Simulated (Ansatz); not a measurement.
# C2H2CuF: geometry at several levels

An exercise on one series of results from a longer session: the logs are not shown, and one member is left open.

Method: the levels named in each step, in Ansatz 0.2.0.

## The starting structure

Bond lengths: C1–C2 1.230 Å, C1–Cu4 1.943 Å, C2–Cu4 2.009 Å, F3–Cu4 1.701 Å, C1–H5 1.062 Å, C2–H6 1.057 Å. Angles: C1–C2–Cu4 69.0°, C1–C2–H6 166.2°, Cu4–C2–H6 124.8°, C2–C1–Cu4 74.8°, C2–C1–H5 160.0°, Cu4–C1–H5 125.2°, C1–Cu4–C2 36.2°, C1–Cu4–F3 175.6°, C2–Cu4–F3 148.2°.

As a file:

```xyz
6

C    -0.1486    1.7660   -0.3739
C     0.9000    1.3416   -0.8558
F    -0.1784   -1.7546    0.5558
Cu   -0.1030   -0.1208    0.0894
H    -0.9242    2.4416   -0.1114
H     1.8281    1.2172   -1.3468
```

The first run:

Contents of input.yaml:

```yaml
crystal:
  periodic: [false, false, false]
  atoms:
    - { symbol: C, position_ang: [-0.14862, 1.76598, -0.37394] }
    - { symbol: C, position_ang: [0.89998, 1.34164, -0.85577] }
    - { symbol: F, position_ang: [-0.17838, -1.75463, 0.55585] }
    - { symbol: Cu, position_ang: [-0.10302, -0.12081, 0.08937] }
    - { symbol: H, position_ang: [-0.92422, 2.44158, -0.11143] }
    - { symbol: H, position_ang: [1.82812, 1.21717, -1.34682] }
basis:
  gaussian: { orbitals: def2-SVP }
hamiltonian:
  xc: pbe
  dispersion: d4
relax:
  f_tol: 0.03
  max_steps: 200
```

Command:

```bash
$ ansatz run input.yaml --threads 2 --pin off --max-ram 5120MiB --backend cpu --events-out ev --progress --plain --runs-dir out
```

Steps of the session up to this table: A rough first relaxation, PBE-D4/def2-SVP; Relaxation, HF/STO-3G; Relaxation, HF/def2-SVP; Relaxation, LDA/def2-SVP; Relaxation, PBE-D4/def2-SVP.

One table of the session follows, with a row left open; its other results are not shown here.

| level | C1–C2 (Å) | C1–Cu4 (Å) | C2–Cu4 (Å) | dipole (D) |
| --- | --- | --- | --- | --- |
| HF/STO-3G | 1.3553 | 1.6988 | 1.6988 | 1.51 |
| HF/def2-SVP | ? | ? | ? | ? |
| LDA/def2-SVP | 1.2540 | 1.9136 | 1.9136 | 4.74 |
| PBE-D4/def2-SVP | 1.2577 | 1.9627 | 1.9627 | 4.89 |

Estimate the missing values for HF/def2-SVP.

As computed: C1–C2 (Å): 1.1982; C1–Cu4 (Å): 2.2686; C2–Cu4 (Å): 2.2686; dipole (D): 7.74. In the column «C1–C2 (Å)» it is the lowest.
